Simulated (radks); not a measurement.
# Te²⁻ held by a Watson sphere

One table from this session's results is given with a row withheld; the runs are named, their logs left out.

Method: scalar-relativistic Kohn-Sham, PBE, spin-polarised, spherical densities, finite nucleus. Code: radks (a radial shooting solver on a logarithmic mesh, Libxc functionals) version 1.

### What is computed

```
element            : tellurium (Z = 52)
charge             : -2
electrons          : 54
configuration      : [Xe]
nuclear rms radius : 4.7423 fm
```

Outer shells as boxes (Hund's rule):

Te²⁻
```
[Kr] core
4d [↑↓][↑↓][↑↓][↑↓][↑↓]
5s [↑↓]
5p [↑↓][↑↓][↑↓]
```

Set-up of the first run:

The run's settings:

```text
Z 52
configuration [Xe]
relativity scalar-relativistic
functional pbe,pbe
spin polarised
nucleus finite rms 4.7423 fm
c 137.035999084
watson charge 2.23 radius 2.59 bohr
response adiabatic LDA kernel
```

On the command line:

```
python run_ks.py task.json out
```

All runs below come from this command, one after another.

Among the steps run: R = 2.59 bohr; R = 2.89 bohr; R = 3.31 bohr; R = 3.32 bohr; R = 3.53 bohr; R = 3.73 bohr; R = 3.77 bohr; R = 4.96 bohr.

One table of the session follows, with a row left open; its other results are not shown here.

| R (bohr) | highest level (eV) | its <r> (bohr) | sum of <r²> (bohr²) | α (bohr³) |
| --- | --- | --- | --- | --- |
| 2.59 | -8.987 | 2.615 | 76.33 | 40.27 |
| 2.89 | -8.464 | 2.697 | 79.71 | 46.49 |
| 3.31 | -7.708 | 2.805 | 84.33 | 57.08 |
| 3.32 | -7.690 | 2.807 | 84.44 | 57.36 |
| 3.53 | -7.319 | 2.857 | 86.67 | 63.53 |
| 3.73 | -6.974 | 2.902 | 88.73 | 69.95 |
| 3.77 | ? | ? | ? | ? |
| 4.96 | -5.135 | 3.131 | 100.3 | 122.6 |

Estimate the missing values for R (bohr) = 3.77.

Worked estimate for «highest level (eV)». A straight line through the neighbours (3.73, -6.974) and (4.96, -5.135) gives -6.974 + (-5.135 + 6.974) × (3.77 − 3.73) / (4.96 − 3.73) = -6.914; a parabola fitted to 3 rows on both sides gives -6.907.

The run gave: highest level (eV): -6.906; its <r> (bohr): 2.911; sum of <r²> (bohr²): 89.14; α (bohr³): 71.30. In «highest level (eV)» the line misses by -0.008 and the parabola by -0.001.

In words: From R = 2.59 to 4.96 bohr the top level moves from -8.987 to -5.135 eV and its mean radius from 2.62 to 3.13 bohr. A wider sphere makes a shallower well, so the ion swells.
